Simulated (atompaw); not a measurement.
**K: generating and testing a PAW (atompaw) potential**

Aim: build the potential from the settings below, then test how well it stands in for the atom: scattering, ghost states and the plane-wave cutoff that it needs.

The numbers are computed with atompaw 4.2.0.5 (PBEsol, scalar-relativistic, spin-unpolarised reference atom).

**1. The atom and the settings**

The settings as typed:

```json
{
 "element": "potassium (K, Z = 19)",
 "type": "PAW",
 "frozen core": "[Ne]",
 "valence charge": "9",
 "reference configuration": "3s2 3p6 4s0.75 4p0.25",
 "partial waves": "3s (bound): rc 1.90 bohr; 4s (bound): rc 2.42 bohr; 3p (bound): rc 2.05 bohr; 4p (bound): rc 2.60 bohr; 3d channel at -0.1 Ry: rc 2.00 bohr; 3d channel at 0.3 Ry: rc 2.60 bohr",
 "local potential": "bessel scheme, radius 1.90 bohr",
 "core correction": "smooth core density matched at 2.55 bohr",
 "augmentation charge": "gaussian compensation charge, radius 1.90 bohr; PAW radius 2.60 bohr; waves and projectors: custom rrkj vanderbiltortho"
}
```

**2. The generation run**

File K.input:

```
K 19
GGA-PBESOL scalarrelativistic loggrid 1500 logderivrange -5 5 251
4 4 0 0 0 0
4 0 0.75
4 1 0.25
0 0 0
c
c
v
v
c
v
v
2
2.60 1.90 1.90 2.55
n
n
y
-0.1
y
0.3
n
custom rrkj vanderbiltortho gaussian
bessel
1.90
2.42
2.05
2.60
2.00
2.60
PWSCFOUT
UPFDX 0.0125d0 UPFXMIN -7.d0 UPFZMESH 19.d0
END
```

The run is started by

```console
$ atompaw < K.input > K.log
```

**Question.** What will these runs give? Wanted: cutoffs for 10 and 1 mRy, occupied levels; bound ghosts; largest phase difference near zero energy, channels read; lowest eigenvalue of the overlap; share of valence orbitals outside the PAW sphere; UPF file.

The runs gave:

| quantity | value |
| --- | --- |
| cutoffs for 10 and 1 mRy, occupied levels | 18 Ry and 30 Ry |
| bound ghosts | none found |
| largest phase difference near zero energy, channels read | 0.011 rad |
| lowest eigenvalue of the overlap (Bessel basis) | 0.096 (s) |
| share of valence orbitals outside the PAW sphere | 3s 2 %, 4s 93 %, 3p 5 %, 4p 98 % |
| UPF file | written |

In words: It counts as soft on the atom at that tolerance, with 18 Ry needed at the looser tolerance. It is free of bound ghosts as far as tested. Near zero energy the phases of the channels with partial waves agree within 0.011 rad. All of this concerns the isolated atom, not yet a solid.
